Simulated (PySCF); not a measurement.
# CeSe: bond curves at several levels of theory

One table from this session's results is given with a row withheld; the runs are named, their logs left out.

Program: PySCF 2.14.0. Level of theory: Ce x2c-SVPall, Se x2c-SVPall, spin-free X2C with a Gaussian nucleus. These are calculated values, not measurements.

1 further run of the same task is left out (it didn't finish).

Set-up of the first run:

The job is set up so:

```
atoms                         : Ce, Se
charge                        : 0
basis                         : Ce x2c-SVPall, Se x2c-SVPall
Hamiltonian                   : spin-free X2C with a Gaussian nucleus
basis functions               : 117
electrons treated             : 92
masses in u                   : 139.9054, 79.9165
levels                        : PBE0, PBE, r²SCAN, BLYP, PBEsol, HF, MP2, SCS-MP2
grid                          : 80 radial by 434 angular points
occupations                   : held fixed by the projection of orbital angular momentum
dissociation limit            : Ce + Se, each in its ground configuration
starting distance in angstrom : 2.406
values of 2S to try           : 0, 2, 4
```

On the command line:

```bash
$ OMP_NUM_THREADS=4 python dia.py task.json out
```

Steps of the session up to this table: Input; First curve: PBE0; Other states along the same grid; PBE; r²SCAN; BLYP (GGA); PBEsol (GGA); UHF.

One of the session's tables, all rows but one given; the rest of the session is left out.

| level | Re (Å) | ωe (cm⁻¹) | De (eV) |
| --- | --- | --- | --- |
| UHF | 2.511 | 318 | 3.20 |
| UHF-MP2 | ? | ? | ? |
| UHF-SCS-MP2 | 2.471 | 320 | 4.98 |
| PBE | 2.484 | 291.6 | 6.01 |
| PBE0 | 2.459 | 319 | 5.47 |

**Question.** Estimate the row for UHF-MP2.

As computed: Re (Å): 2.462; ωe (cm⁻¹): 321; De (eV): 5.27. In the column «Re (Å)» it lies between PBE0 (2.459) and UHF-SCS-MP2 (2.471).

De is counted to Ce + Se in their ground configurations.

Limits of these values: At some levels the lowest empty orbital lies below the highest filled one (the two can be of opposite spin).
